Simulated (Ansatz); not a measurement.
# HSeS+ (SMILES [SH+]=[Se]): functionals against CCSD(T) at one geometry

How do the functionals fare away from a minimum? The structure is a structure displaced at random from a GFN2-xTB minimum.

The runs use Ansatz 0.2.0, Gaussian basis; single points in def2-TZVPP.

Cores are frozen in the correlated methods. Filled d shells of the heavier atoms are correlated.

## (1) The system as given

SMILES `[SH+]=[Se]`, 3 atoms, charge 1, spin multiplicity 1.

Atoms are counted from 1 here; the program's logs count them from 0.

Bond lengths: S1–Se2 2.107 Å, S1–H3 1.468 Å. Angles: Se2–S1–H3 100.2°.

As a file:

```xyz
3
HSSe
S    -0.3723   -0.6490   -0.0789
Se    1.4014    0.0474    0.8196
H    -1.0264    0.6286   -0.3873
```

## (2) CCSD(T)/def2-TZVPP

run/in.yaml

```yaml
crystal:
  periodic: [false, false, false]
  atoms:
    - {symbol: S, position_ang: [-0.372300, -0.649000, -0.078900]}
    - {symbol: Se, position_ang: [1.401400, 0.047400, 0.819600]}
    - {symbol: H, position_ang: [-1.026400, 0.628600, -0.387300]}
basis:
  gaussian: {orbitals: def2-TZVPP}
total_charge: 1
correlation: {method: ccsd_t}
output: {forces: true}
```

No record of the launch command was kept for these runs.

## (3) PBE0-D4/def2-TZVPP

run/in.yaml, as its differences from that of step 2:

```diff
@@ -9,3 +9,3 @@
 total_charge: 1
-correlation: {method: ccsd_t}
-output: {forces: true}
+hamiltonian: {xc: pbe0, dispersion: d4}
+output: {forces: true, orbitals: {seedname: orbitals}}
```

## (4) wB97M-V/def2-TZVPP

run/in.yaml, as its differences from that of step 3:

```diff
@@ -9,3 +9,3 @@
 total_charge: 1
-hamiltonian: {xc: pbe0, dispersion: d4}
-output: {forces: true, orbitals: {seedname: orbitals}}
+hamiltonian: {xc: {name: wB97M-V}}
+output: {forces: true}
```

## (5) r2SCAN-D4/def2-TZVPP

run/in.yaml, as its differences from that of step 4:

```diff
@@ -9,3 +9,3 @@
 total_charge: 1
-hamiltonian: {xc: {name: wB97M-V}}
+hamiltonian: {xc: r2scan, dispersion: d4}
 output: {forces: true}
```

## (6) PBE-D4/def2-TZVPP

run/in.yaml, as its differences from that of step 5:

```diff
@@ -9,3 +9,3 @@
 total_charge: 1
-hamiltonian: {xc: r2scan, dispersion: d4}
+hamiltonian: {xc: pbe, dispersion: d4}
 output: {forces: true}
```

## (7) r2SCAN0-D4/def2-TZVPP

run/in.yaml, as its differences from that of step 6:

```diff
@@ -9,3 +9,3 @@
 total_charge: 1
-hamiltonian: {xc: pbe, dispersion: d4}
+hamiltonian: {xc: {name: r2SCAN0}, dispersion: d4}
 output: {forces: true}
```

## (8) B97M-V/def2-TZVPP

run/in.yaml, as its differences from that of step 7:

```diff
@@ -9,3 +9,3 @@
 total_charge: 1
-hamiltonian: {xc: {name: r2SCAN0}, dispersion: d4}
+hamiltonian: {xc: {name: B97M-V}}
 output: {forces: true}
```

(Steps that only read results are left out.)

**Question.** What will these runs give? Wanted: energy less free atoms, CCSD(T)/def2-TZVPP; RMS force component; RMS force error; HOMO and LUMO, PBE0-D4; T1 diagnostic.

The runs gave:

| quantity | value |
| --- | --- |
| energy less free atoms, CCSD(T)/def2-TZVPP | 265.4 kJ/mol |
| RMS force component | 0.910 to 1.362 eV/Å over the methods |
| RMS force error | PBE0-D4 0.357, wB97M-V 0.442, r2SCAN-D4 0.269, PBE-D4 0.211, r2SCAN0-D4 0.474, B97M-V 0.285 eV/Å |
| HOMO and LUMO, PBE0-D4 | -13.93 and -11.68 eV |
| T1 diagnostic | 0.023 |

**Reading.** Against CCSD(T) the functionals' energies less atoms differ by -69.9 to +24.3 kJ/mol, PBE-D4 by -69.9 kJ/mol. The reference is not at the basis limit: in triple zeta CCSD(T) underbinds, which counts against methods that bind more; the gaps are no ranking. On forces the order runs from PBE-D4 to r2SCAN0-D4. Frozen-core CCSD(T) forces in triple zeta carry basis errors of their own, and this is one geometry, so small gaps rank nothing. The restricted Hartree–Fock reference is unstable towards an unrestricted one at one or more of these structures.
